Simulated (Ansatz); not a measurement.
TiTeSe:

```
Te Se Ti
1.0
     3.68513    0.00000    0.00000
    -1.84256    3.19141    0.00000
     0.00000    0.00000    6.63475
Te Se Ti
1 1 1
Direct
  0.66667 0.33333 0.25167
  0.33333 0.66667 0.76962
  0.00000 0.00000 0.97872
```

The cell comes from a database or a generator and needn't be the stable form of this composition.

```yaml
Program: Ansatz 0.2.0
Task: relaxation of cell and atoms
Functional: revPBE
Potentials_or_basis: Ansatz PAW
Cutoff: "420 eV (not typed: the program's choice for these potentials)"
k_mesh: 8 × 8 × 4
Occupations: fermi-dirac, width 0.05 eV
Spin: no spin polarisation
```

At the start: volume 26.01 Å³/atom.

How do energy, volume and symmetry change on relaxing?

It ends after 19 steps and the volume is 35.82 Å³/atom (+37.7 %); space group P3m1 (No. 156, to 0.05 Å).

Step by step:
```csv
step,energy change (eV),largest force (eV/Å),volume (Å³)
1,0.0000,0.2436,78.03
2,-0.0238,0.2628,82.01
3,-0.0413,0.0306,85.65
4,-0.0537,0.0788,88.21
5,-0.0550,0.0415,90.25
6,-0.0553,0.0096,89.71
7,-0.0621,0.0096,89.71
8,-0.0699,0.0027,93.65
9,-0.0739,0.0086,97.59
10,-0.0744,0.0014,99.25
11,-0.0743,0.0017,99.62
12,-0.0768,0.0016,99.62
13,-0.0777,0.0044,101.26
14,-0.0785,0.0357,105.08
15,-0.0782,0.0387,108.39
16,-0.0785,0.0171,107.63
17,-0.0786,0.0022,107.30
18,-0.0786,0.0015,107.47
19,-0.0795,0.0013,107.47
```

Final structure:
```xyz
3
Lattice="3.6966 0.0000 0.0000 -1.8483 3.2013 0.0000 0.0000 0.0000 9.0813" Properties=species:S:1:pos:R:3 pbc="T T T"
Te    1.8483    1.0671    1.7023
Se    0.0000    2.1342    7.5257
Ti    0.0000    0.0000    8.9346
```

Caveat: the volume moved by over 15 % at a fixed basis, so the end points are rough; the plane-wave basis is chosen anew once the cell has moved, so the energies of steps on either side of that aren't comparable; this functional lacks dispersion, which binds the layers, so the pressure and a relaxed spacing across them are unreliable, and here the layers came unbound; the PAW data sets come from PBE, with cores solved anew for the run's functional, which leaves a small shift of forces and pressure.
